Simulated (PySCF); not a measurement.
**CH5BClN (SMILES CNBCl) at CAM-B3LYP/def2-SVP**

Aim: the energy change on altering one bond length of CH5BClN at CAM-B3LYP/def2-SVP, from 2 runs. The job is set up through a Python script.

The results are computed with PySCF 2.14.0.

3 further runs of the same task are left out: 3 set aside as unsound or not needed.

## Step 1: The system as given

CH5BClN: 9 atoms, total charge 0, spin state singlet. SMILES: `CNBCl`. Geometry: relaxed at PBE0-D4/def2-TZVP. This is one conformer, not always the lowest.

Bond lengths: C1–N2 1.445 Å, N2–B3 1.381 Å, B3–Cl4 1.771 Å, C1–H5 1.094 Å, C1–H6 1.094 Å, C1–H7 1.090 Å, N2–H8 1.009 Å, B3–H9 1.192 Å. Some angles: C1–N2–B3 126.0°, N2–B3–Cl4 119.6°, C1–N2–H8 115.0°, B3–N2–H8 119.0°, N2–C1–H5 111.4°, N2–C1–H6 111.4°, N2–C1–H7 109.2°, N2–B3–H9 121.5°, Cl4–B3–H9 118.9°, H5–C1–H6 108.3°.

## Step 2: The energy at CAM-B3LYP/def2-SVP

The input, input.py:

```python
# CNBCl
from pyscf import gto, dft

molecule = gto.M(
    atom='''
C    0.510100   0.482100  -0.973400
N   -0.407900  -0.226000  -0.111700
B   -0.261100  -0.415200   1.248200
Cl  -1.495300  -1.314500   2.144800
H    0.907000  -0.170400  -1.756500
H    0.027900   1.338900  -1.452800
H    1.346700   0.849900  -0.380000
H   -1.220500  -0.605500  -0.573900
H    0.681600   0.014200   1.838200
''',
    max_memory=1860,
    charge=0,
    verbose=3,
    basis='def2-svp',
)

myscf = dft.RKS(molecule)
myscf.xc = 'cam-b3lyp'
myscf.conv_tol = 1e-10
myscf.grids.level = 5
myscf.kernel()
if not myscf.converged:
    myscf = myscf.newton().run(myscf.mo_coeff, myscf.mo_occ)

e_tot = myscf.e_tot
print('E(%s) = %.9f' % ('CAM-B3LYP', e_tot))
```

Started as:

```bash
$ OMP_NUM_THREADS=1 python input.py
```

Output:

```text
converged SCF energy = -580.708540987249
E(CAM-B3LYP) = -580.708540987
```

Wall time 32 s (1 thread of Intel Xeon Platinum 8488C (Sapphire Rapids), shared host); peak memory 0.42 GiB.

## Step 3: The distorted shape

The input, run.py:

```python
from pyscf import gto, dft

system = gto.M(
    atom=[
    ('C', (0.488085, 0.510473, -1.177338)),
    ('N', (-0.429915, -0.197627, -0.315638)),
    ('B', (-0.261100, -0.415200, 1.248200)),
    ('Cl', (-1.495300, -1.314500, 2.144800)),
    ('H', (0.884985, -0.142027, -1.960438)),
    ('H', (0.005885, 1.367273, -1.656738)),
    ('H', (1.324685, 0.878273, -0.583938)),
    ('H', (-1.242515, -0.577127, -0.777838)),
    ('H', (0.681600, 0.014200, 1.838200)),
],
    basis='def2-svp',
    max_memory=1860,
    verbose=4,
    charge=0,
)

calc0 = dft.RKS(system)
calc0.xc = 'cam-b3lyp'
calc0.conv_tol = 1e-10
calc0.grids.level = 5
calc0.kernel()
if not calc0.converged:
    calc0 = calc0.newton().run(calc0.mo_coeff, calc0.mo_occ)

e_tot = calc0.e_tot
print(f'total energy: {e_tot:.8f} hartree')
```

Started as:

```bash
$ OMP_NUM_THREADS=1 python run.py
```

Output:

```text
PySCF version 2.14.0

[INPUT] num. atoms = 9
[INPUT] num. electrons = 40
[INPUT] charge = 0
[INPUT] spin (= nelec alpha-beta = 2S) = 0
[INPUT] symmetry False subgroup None
[INPUT] Mole.unit = angstrom
[INPUT] Symbol           X                Y                Z      unit          X                Y                Z       unit  Magmom
[INPUT]  1 C      0.488085000000   0.510473000000  -1.177338000000 AA    0.922346975508   0.964654163985  -2.224846376043 Bohr   0.0
[INPUT]  2 N     -0.429915000000  -0.197627000000  -0.315638000000 AA   -0.812421606842  -0.373460904819  -0.596469374505 Bohr   0.0
[INPUT]  3 B     -0.261100000000  -0.415200000000   1.248200000000 AA   -0.493407491124  -0.784614286919   2.358756148682 Bohr   0.0
[INPUT]  4 Cl    -1.495300000000  -1.314500000000   2.144800000000 AA   -2.825707474062  -2.484044990741   4.053084591967 Bohr   0.0
[INPUT]  5 H      0.884985000000  -0.142027000000  -1.960438000000 AA    1.672379274348  -0.268392132294  -3.704690904190 Bohr   0.0
[INPUT]  6 H      0.005885000000   1.367273000000  -1.656738000000 AA    0.011121038243   2.583771507512  -3.130781080160 Bohr   0.0
[INPUT]  7 H      1.324685000000   0.878273000000  -0.583938000000 AA    2.503291851319   1.659695432600  -1.103482893726 Bohr   0.0
[INPUT]  8 H     -1.242515000000  -0.577127000000  -0.777838000000 AA   -2.348013055664  -1.090611969092  -1.469900789279 Bohr   0.0
[INPUT]  9 H      0.681600000000   0.014200000000   1.838200000000 AA    1.288037326504   0.026834110969   3.473694562175 Bohr   0.0

nuclear repulsion = 134.60245596782
number of shells = 41
number of NR pGTOs = 143
number of NR cGTOs = 85
basis = def2-svp
ecp = {}

******** <class 'pyscf.dft.rks.RKS'> ********
method = RKS
initial guess = minao
damping factor = 0
level_shift factor = 0
DIIS = <class 'pyscf.scf.diis.CDIIS'>
diis_start_cycle = 1
diis_space = 8
diis_damp = 0
SCF conv_tol = 1e-10
SCF conv_tol_grad = None
SCF max_cycles = 50
direct_scf = True
direct_scf_tol = 1e-13
XC library pyscf.dft.libxc version 7.0.0
    S. Lehtola, C. Steigemann, M. J.T. Oliveira, and M. A.L. Marques.,  SoftwareX 7, 1–5 (2018)
XC functionals = cam-b3lyp
    T. Yanai, D. P. Tew, and N. C. Handy.,  Chem. Phys. Lett. 393, 51 (2004)
radial grids:
    Treutler-Ahlrichs [JCP 102, 346 (1995); DOI:10.1063/1.469408] (M4) radial grids

becke partition: Becke, JCP 88, 2547 (1988); DOI:10.1063/1.454033
pruning grids: <function nwchem_prune>
grids dens level: 5
symmetrized grids: False
atomic radii adjust function: <function treutler_atomic_radii_adjust>
small_rho_cutoff = 0
Set gradient conv threshold to 1e-05
Initial guess from minao.
tot grids = 289000
init E= -580.790906408026
  HOMO = -0.27842204736536  LUMO = -0.0303048919542732  gap/eV = 6.75161
cycle= 1 E= -580.654875901257  delta_E= 0.136  |g|= 0.311  |ddm|= 2.81
  HOMO = -0.277533161501477  LUMO = 0.0260737767366339  gap/eV = 8.26157
cycle= 2 E= -580.658016079834  delta_E= -0.00314  |g|= 0.332  |ddm|= 0.592
  HOMO = -0.314345892120698  LUMO = 0.0354948661684338  gap/eV = 9.51965
cycle= 3 E= -580.683363858946  delta_E= -0.0253  |g|= 0.051  |ddm|= 0.29
  HOMO = -0.305556828107157  LUMO = 0.0374318976382808  gap/eV = 9.33320
cycle= 4 E= -580.68390944078  delta_E= -0.000546  |g|= 0.0233  |ddm|= 0.0676
  HOMO = -0.308839385173736  LUMO = 0.0355168746108308  gap/eV = 9.37041
cycle= 5 E= -580.68404301754  delta_E= -0.000134  |g|= 0.00341  |ddm|= 0.0246
  HOMO = -0.308462666430297  LUMO = 0.0362598907418348  gap/eV = 9.38038
cycle= 6 E= -580.684046558841  delta_E= -3.54e-06  |g|= 0.000733  |ddm|= 0.00482
  HOMO = -0.308578712928754  LUMO = 0.0361132356575768  gap/eV = 9.37955
cycle= 7 E= -580.684046737839  delta_E= -1.79e-07  |g|= 0.000198  |ddm|= 0.00114
  HOMO = -0.308583422742681  LUMO = 0.0361280217344846  gap/eV = 9.38008
cycle= 8 E= -580.684046750161  delta_E= -1.23e-08  |g|= 6.49e-05  |ddm|= 0.000278
  HOMO = -0.308578870279975  LUMO = 0.0361352147670053  gap/eV = 9.38015
cycle= 9 E= -580.684046751479  delta_E= -1.32e-09  |g|= 1.64e-05  |ddm|= 8.55e-05
  HOMO = -0.308580879083669  LUMO = 0.0361342689139623  gap/eV = 9.38018
cycle= 10 E= -580.684046751588  delta_E= -1.09e-10  |g|= 4.25e-06  |ddm|= 2.61e-05
  HOMO = -0.308581077790612  LUMO = 0.0361344873205649  gap/eV = 9.38019
cycle= 11 E= -580.684046751602  delta_E= -1.34e-11  |g|= 1.06e-06  |ddm|= 7.82e-06
  HOMO = -0.30858130203158  LUMO = 0.0361345239125641  gap/eV = 9.38020
Extra cycle  E= -580.684046751599  delta_E= 2.5e-12  |g|= 7.32e-07  |ddm|= 2.22e-06
converged SCF energy = -580.684046751599
total energy: -580.68404675 hartree
```

It took 26 s on 1 thread of Intel Xeon Platinum 8488C (Sapphire Rapids), shared host; peak memory 0.43 GiB.

## Step 4: What came out

Level: CAM-B3LYP/def2-SVP.

| quantity | value |
| --- | --- |
| first shape: total energy | -580.70854 Eh |
| first shape: dipole moment | 2.84 D |
| first shape: HOMO energy | -8.98 eV |
| first shape: LUMO energy | 1.81 eV |
| first shape: HOMO–LUMO gap | 10.79 eV |
| distorted shape: total energy | -580.68405 Eh |
| distorted shape: dipole moment | 1.99 D |
| distorted shape: HOMO energy | -8.40 eV |
| distorted shape: LUMO energy | 0.98 eV |
| distorted shape: HOMO–LUMO gap | 9.38 eV |
| energy change with the N2–B3 bond stretched from 1.381 to 1.588 Å | 0.667 eV |

What this shows: With the N2–B3 bond stretched from 1.381 to 1.588 Å the energy rises by 0.67 eV (64.3 kJ/mol). The first shape isn't relaxed at this level, so the change isn't measured from a minimum.
